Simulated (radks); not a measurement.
# Ionisation of Cu: one atom, several choices of exchange strength α

The task here is to estimate one member of a computed series from the others.

The numbers are computed with radks (a radial shooting solver on a logarithmic mesh, Libxc functionals) version 1 (non-relativistic Kohn-Sham, spin-unpolarised, spherical densities, point nucleus), except any that are marked as measured or tabulated.

## What is computed

- element: copper (Z = 29)
- charge: 0
- electrons: 29
- configuration: [Ar] 3d10 4s1
- ion: Cu⁺, [Ar] 3d10
- choices: α = 0.556; α = 0.636; α = 0.667; α = 0.849; α = 0.938

The outer shells:

Cu
```
[Ar] core
3d [↑↓][↑↓][↑↓][↑↓][↑↓]
4s [↑ ]
```

Cu⁺
```
[Ar] core
3d [↑↓][↑↓][↑↓][↑↓][↑↓]
```

Set-up of the first run:

Input:

```text
Z 29
configuration [Ar] 3d10 4s1
relativity non-relativistic
functional xalpha 0.556
spin unpolarised
nucleus point
```

Steps of the session up to this table: α = 0.556: Cu.

One table of the session follows, with a row left open; its other results are not shown here.

Radial moments (bohr):

| level | <r> | outermost maximum (interpolated) | 90 % within | nodes |
| --- | --- | --- | --- | --- |
| 1s | 0.05306 | 0.0350 | 0.0945 | 0 |
| 2s | 0.2399 | 0.201 | 0.371 | 1 |
| 2p | ? | ? | ? | ? |
| 3s | 0.7266 | 0.624 | 1.09 | 2 |
| 3p | 0.7591 | 0.625 | 1.18 | 1 |
| 4s | 3.131 | 2.37 | 4.96 | 3 |
| 3d | 1.090 | 0.602 | 2.01 | 0 |

**Question.** Estimate the row for 2p.

**Answer.** <r>: 0.2088; outermost maximum (interpolated): 0.160; 90 % within: 0.341; nodes: 0. In the column «<r>» it lies between 1s (0.05306) and 2s (0.2399).

Caveats from the session: Spin polarisation and multiplet splitting are left out, so open shells lie too high by an amount that depends on their filling.
